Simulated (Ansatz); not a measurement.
# ZnO (zincite): the cost of one run

Computed with Ansatz 0.2.0 through its Python package. Level of theory: DFT PBE+D4, plane waves, PAW.

## (1) Starting point

The structure is hexagonal, space group P6_3mc (No. 186). The conventional cell has a = 3.249 Å, b = 3.249 Å, c = 5.206 Å, α = 90.00°, β = 90.00°, γ = 120.00°. Zn (site symmetry 3m) is surrounded by 4 O at 1.97 to 1.98 Å. O (site symmetry 3m) is surrounded by 4 Zn at 1.97 to 1.98 Å.

The script holds or builds the structure itself.

## (2) The code

Input file mass_zno.py:

```python
"""Band curvature masses of ZnO."""

import ansatz as az
import numpy as np

system = (
    az.Lattice.of((3.249308, 0.0, 0.0), (-1.624654, 2.81398327, 0.0), (0.0, 0.0, 5.205709))
    .atom("Zn", (1 / 3, 2 / 3, 0.5))
    .atom("Zn", (2 / 3, 1 / 3, 0.0))
    .atom("O", (2 / 3, 1 / 3, 0.37901))
    .atom("O", (1 / 3, 2 / 3, 0.87901))
)

job = (
    system.calculation()
    .functional(az.Functional.PBE, dispersion="D4")
    .kpoints(mesh=(6, 6, 4))
    .occupations("fixed")
)
# step 1: where the edges lie on the mesh
res = job.band_table().run()
summary = res.report
levels = np.array(summary["eigenvalues_ev"])
filled = round(summary["n_electrons"] / 2)
edges = {"top filled band": (filled - 1, levels[:, filled - 1].argmax()), "lowest empty band": (filled, levels[:, filled].argmin())}
gap = levels[:, filled].min() - levels[:, filled - 1].max()
print(f"gap on the mesh {gap:.3f} eV")
if gap <= 0.05:
    print("no gap: band-edge masses have no meaning here")
    edges = {}
reciprocal = 2 * np.pi * np.linalg.inv(res.lattice.cell_ang).T
step = 0.03  # 1/A

# m/m_e = (hbar^2/m_e) / (d2E/dk2), with hbar^2/m_e = 7.61996 eV A^2
pairs = [(0, 1), (0, 2), (1, 2)]
moves = [sign * axis for axis in np.eye(3) for sign in (-1, 1)]
moves += [s1 * np.eye(3)[i] + s2 * np.eye(3)[j] for i, j in pairs for s1 in (1, -1) for s2 in (1, -1)]
for name, (band, index) in edges.items():
    together = int(np.sum(np.abs(levels[index] - levels[index, band]) < 2e-3))
    print(name, "at k =", np.round(summary["kpoints_frac"][index], 4), f"E = {levels[index, band]:.4f} eV, degeneracy {together}")
    centre = np.array(summary["kpoints_frac"][index]) @ reciprocal
    points = [centre] + [centre + step * move for move in moves]
    table = job.band_structure(points, intervals=1, cartesian=True).run().band_structure().channels[0].eigenvalues_ev
    if together > 1:
        level = np.flatnonzero(np.abs(levels[index] - levels[index, band]) < 2e-3)
        along = (table[1, level] + table[2, level] - 2 * table[0, level]) / step ** 2
        print("  degenerate level, no single mass tensor; masses of its branches along x:", np.round(7.61996 / along, 3), "m_e")
        continue
    e = table[:, band]
    hessian = np.diag((e[1:7:2] + e[2:7:2] - 2 * e[0]) / step ** 2)
    for (i, j), (pp, pm, mp, mm) in zip(pairs, e[7:].reshape(3, 4)):
        hessian[i, j] = hessian[j, i] = (pp - pm - mp + mm) / (4 * step ** 2)
    curvatures, axes = np.linalg.eigh(hessian)
    slope = (e[2:7:2] - e[1:7:2]) / (2 * step)
    print("  slope (eV A):", np.round(slope, 3) + 0.0, "" if np.abs(slope).max() < 0.05 else "- no extremum here, so these are local curvatures and no band-edge masses")
    for curvature, axis in zip(curvatures, axes.T):
        print(f"  principal mass {7.61996 / curvature:8.3f} m_e along", np.round(axis, 2) + 0.0)
```

## (3) What the engine is handed

The engine receives this input (first run):

```yaml
crystal:
  lattice:
    - [3.249308, 0.0, 0.0]
    - [-1.624654, 2.81398327, 0.0]
    - [0.0, 0.0, 5.205709]
  atoms:
    - { symbol: Zn, position: [0.3333333333333333, 0.6666666666666666, 0.5] }
    - { symbol: Zn, position: [0.6666666666666666, 0.3333333333333333, 0.0] }
    - { symbol: O, position: [0.6666666666666666, 0.3333333333333333, 0.37901] }
    - { symbol: O, position: [0.3333333333333333, 0.6666666666666666, 0.87901] }
kpoints:
  mp_grid:
    grid: [6, 6, 4]
hamiltonian:
  xc: pbe
  dispersion: d4
scf:
  occupations:
    method: fixed
output:
  eigenvalues: true
```

## (4) The run

On the command line:

```sh
$ python mass_zno.py
```

Q: Estimate wall time and peak memory on 1 thread of Arm Neoverse V1, shared host.

About 9.6 s, with a peak of 0.38 GiB.
